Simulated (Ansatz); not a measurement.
# K2MgH4: a short molecular-dynamics run

Aim: set K2MgH4 (a randomly packed cell, 7 atoms, not relaxed) in motion for 20 steps of 0.25 fs under a Langevin thermostat and barostat at 300 K and 0 GPa, and see how temperature, energy and positions respond.

All numbers below are computed with Ansatz 0.2.0 (DFT PBE, plane waves, PAW, scalar-relativistic, no spin polarisation).

### 1 The structure to begin with

The cell holds 7 atoms (H4K2Mg): a = 4.547 Å, b = 5.272 Å, c = 5.704 Å, α = 83.15°, β = 89.86°, γ = 66.10°.

Coordinates:

```cif
data_structure
_symmetry_space_group_name_H-M 'P 1'
_symmetry_Int_Tables_number 1
_cell_length_a 4.5468
_cell_length_b 5.2723
_cell_length_c 5.7043
_cell_angle_alpha 83.148
_cell_angle_beta 89.857
_cell_angle_gamma 66.105
_cell_volume 123.97
loop_
_atom_site_label
_atom_site_type_symbol
_atom_site_fract_x
_atom_site_fract_y
_atom_site_fract_z
_atom_site_occupancy
Mg1 Mg 0.18774 0.46588 0.94779 1
K1 K 0.89243 0.04221 0.17009 1
K2 K 0.60916 0.59636 0.54210 1
H1 H 0.69780 0.54301 0.98344 1
H2 H 0.14284 0.29701 0.39088 1
H3 H 0.18967 0.27393 0.64350 1
H4 H 0.75281 0.01838 0.71781 1
```

### 2 Dynamics

The input, input.yaml:

```yaml
crystal:
  lattice:
    - [4.286481, 1.493986, -0.259149]
    - [0.508582, 5.182963, 0.821991]
    - [0.446612, -0.252495, 5.681177]
  atoms:
    - { symbol: Mg, position: [0.187736, 0.46588, 0.94779] }
    - { symbol: K, position: [0.892432, 0.042207, 0.170093] }
    - { symbol: K, position: [0.609162, 0.596364, 0.542102] }
    - { symbol: H, position: [0.697802, 0.543014, 0.983443] }
    - { symbol: H, position: [0.142842, 0.297011, 0.390878] }
    - { symbol: H, position: [0.189668, 0.273935, 0.643502] }
    - { symbol: H, position: [0.75281, 0.018379, 0.71781] }
kpoints:
  mp_grid: { grid: [4, 3, 3] }
magnetization:
  spin_polarized: false
scf:
  occupations: { method: cold, width: 0.15 }
hamiltonian:
  pseudopotentials: { kind: paw }
  xc: pbe
basis:
  ecutwfc: 420
md:
  timestep: 0.25
  n_steps: 20
  ensemble: npt_langevin
  temperature: 300.0
  initial_velocities: maxwell_boltzmann
  seed: 705371
  pressure: 0.0
```

The run is started by

```
ansatz run input.yaml --threads 2 --pin off --max-ram 2560MiB --backend cpu --events-out ev --progress --plain --runs-dir out
```

Q: Predict the outcome of this session. Wanted: temperature, first and last step; temperature, second half; potential energy, second half; largest change of the conserved energy; volume, first and last step; mean square displacement, second half.

As calculated:

```
                              quantity                          value
                                length            20 steps of 0.25 fs
      temperature, first and last step                  257 and 615 K
              temperature, second half  mean 485 K, from 380 to 615 K
         potential energy, second half    -30 meV/atom from the start
largest change of the conserved energy                  0.01 meV/atom
           volume, first and last step        17.71 and 17.71 Å³/atom
 mean square displacement, second half  H 0.020, Mg 0.000, K 0.000 Å²
```

What this shows: Against a set 300 K the second half averages 485 K, going from 380 to 615 K over that half. The conserved energy strays from its start by at most 0.01 meV/atom, under 0.1 % of the mean kinetic energy, so a step of 0.25 fs is short enough over this time. Over the second half H atoms stand 0.1 Å (root mean square) from where they began, and the farthest move is 0.2 Å. The volume changes by -0.0 % from first to last step. 5 fs on 7 atoms is far too short and small for converged averages. The nuclei move classically, without zero-point motion, which matters most for hydrogen.
